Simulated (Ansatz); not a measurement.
# ClF2H5HfO2Si: the cost of one run

Method: RKS PBE/def2-SVP, in Ansatz 0.2.0.

## (1) The structure to begin with

Bond lengths: Hf1–O2 2.420 Å, O2–Si3 1.680 Å, Si3–H4 1.460 Å, Si3–H5 1.460 Å, Si3–H6 1.460 Å, Hf1–F7 1.980 Å, Hf1–F8 1.979 Å, Hf1–Cl9 2.518 Å, Hf1–O10 2.370 Å, O10–H11 1.010 Å, Hf1–H12 2.392 Å. Angles (14 of 23 angles, heavy atoms first): Hf1–O2–Si3 125.0°, O2–Hf1–F7 109.4°, O2–Hf1–F8 109.5°, O2–Hf1–Cl9 109.5°, O2–Hf1–O10 71.6°, F7–Hf1–F8 109.5°, F7–Hf1–Cl9 109.5°, F7–Hf1–O10 75.8°, F8–Hf1–Cl9 109.5°, F8–Hf1–O10 173.4°, Cl9–Hf1–O10 64.4°, O2–Hf1–H12 35.4°, F7–Hf1–H12 93.3°, F8–Hf1–H12 144.4°.

As a file:

```xyz
12

Hf    0.0000    0.0000    0.0000
O     0.0000    0.0000    2.4200
Si   -1.3147   -0.4067    3.3836
H    -2.2390   -1.2403    2.6204
H    -0.8506   -1.1432    4.5557
H    -1.9987    0.8095    3.8133
F     1.8671    0.0000   -0.6593
F    -0.9326    1.6157   -0.6593
Cl   -1.1869   -2.0563   -0.8392
O     0.8819   -2.0690    0.7473
H     0.2471   -2.8148    0.5007
H     0.5431   -1.2742    1.9506
```

## (2) Pulling towards end A

Springs on the bonds that form and break draw the guess towards this end; the thresholds are loose.

input.yaml reads:

```yaml
crystal:
  periodic: [false, false, false]
  atoms:
    - { symbol: Hf, position_ang: [0.0, 0.0, 0.0] }
    - { symbol: O, position_ang: [0.0, 0.0, 2.42] }
    - { symbol: Si, position_ang: [-1.3147, -0.4067, 3.3836] }
    - { symbol: H, position_ang: [-2.239, -1.2403, 2.6204] }
    - { symbol: H, position_ang: [-0.8506, -1.1432, 4.5557] }
    - { symbol: H, position_ang: [-1.9987, 0.8095, 3.8133] }
    - { symbol: F, position_ang: [1.8671, 0.0, -0.6593] }
    - { symbol: F, position_ang: [-0.9326, 1.6157, -0.6593] }
    - { symbol: Cl, position_ang: [-1.1869, -2.0563, -0.8392] }
    - { symbol: O, position_ang: [0.8819, -2.069, 0.7473] }
    - { symbol: H, position_ang: [0.2471, -2.8148, 0.5007] }
    - { symbol: H, position_ang: [0.5431, -1.2742, 1.9506] }
basis:
  gaussian: { orbitals: def2-SVP }
hamiltonian:
  xc: pbe
relax:
  f_tol: 0.15
  max_steps: 25
  restrain:
    - { distance: [0, 9], at: 3.27, k: 30.0 }
    - { distance: [11, 1], at: 2.21, k: 30.0 }
    - { distance: [0, 1], at: 2.07, k: 30.0 }
    - { distance: [11, 9], at: 1.01, k: 30.0 }
```

Launch:

```sh
$ ansatz run input.yaml --threads 4 --pin off --max-ram 5120MiB --backend cpu --events-out ev --progress --plain --runs-dir out
```

Q: Estimate wall time and peak memory on 4 threads of Arm Neoverse V1, shared host.

About 49 s, with a peak of 0.23 GiB.
